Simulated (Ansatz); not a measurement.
# C2H6ClFSi: the cost of one run

Program: Ansatz 0.2.0. Level of theory: RKS BLYP/STO-3G. These are calculated values, not measurements.

### Step 1. The starting structure

Bond lengths: F1–C2 1.321 Å, C2–Cl3 1.760 Å, C2–C4 1.487 Å, C4–Si5 1.879 Å, C2–H6 1.111 Å, C4–H7 1.064 Å, C4–H8 1.119 Å, Si5–H9 1.525 Å, Si5–H10 1.486 Å, Si5–H11 1.452 Å. Angles (14 of 18 angles, heavy atoms first): F1–C2–Cl3 105.7°, F1–C2–C4 113.7°, Cl3–C2–C4 109.3°, C2–C4–Si5 114.4°, F1–C2–H6 108.2°, Cl3–C2–H6 109.0°, C4–C2–H6 110.8°, C2–C4–H7 113.8°, C2–C4–H8 107.8°, Si5–C4–H7 109.0°, Si5–C4–H8 104.7°, C4–Si5–H9 111.3°, C4–Si5–H10 106.5°, C4–Si5–H11 111.4°.

Coordinates:

```xyz
11

F    -0.2650   -0.0446    2.0335
C     0.6415   -0.3760    1.1323
Cl    1.3936   -1.8485    1.7342
C     0.0756   -0.6312   -0.2193
Si   -0.6584    0.8851   -1.0510
H     1.4046    0.4300    1.0948
H     0.7579   -1.0973   -0.8902
H    -0.7861   -1.3352   -0.1022
H    -1.7377    1.5249   -0.1846
H     0.4433    1.8758   -1.1698
H    -1.2039    0.5601   -2.3570
```

### Step 2. Relaxing the start

input.yaml reads:

```yaml
crystal:
  periodic: [false, false, false]
  atoms:
    - { symbol: F, position_ang: [-0.265, -0.0446, 2.0335] }
    - { symbol: C, position_ang: [0.6415, -0.376, 1.1323] }
    - { symbol: Cl, position_ang: [1.3936, -1.8485, 1.7342] }
    - { symbol: C, position_ang: [0.0756, -0.6312, -0.2193] }
    - { symbol: Si, position_ang: [-0.6584, 0.8851, -1.051] }
    - { symbol: H, position_ang: [1.4046, 0.43, 1.0948] }
    - { symbol: H, position_ang: [0.7579, -1.0973, -0.8902] }
    - { symbol: H, position_ang: [-0.7861, -1.3352, -0.1022] }
    - { symbol: H, position_ang: [-1.7377, 1.5249, -0.1846] }
    - { symbol: H, position_ang: [0.4433, 1.8758, -1.1698] }
    - { symbol: H, position_ang: [-1.2039, 0.5601, -2.357] }
basis:
  gaussian: { orbitals: STO-3G }
hamiltonian:
  xc: blyp
relax:
  f_tol: 0.02
  max_steps: 40
scf:
  lower_state_search: "off"
```

Launch:

```console
ansatz run input.yaml --threads 1 --pin off --max-ram 2048MiB --backend cpu --events-out ev --progress --plain --runs-dir out
```

**Question.** How long does this run take on 1 thread of Intel Xeon 6975P-C (Granite Rapids), shared host, and how much memory does it need?

About 9.4 s, with a peak of 0.15 GiB.
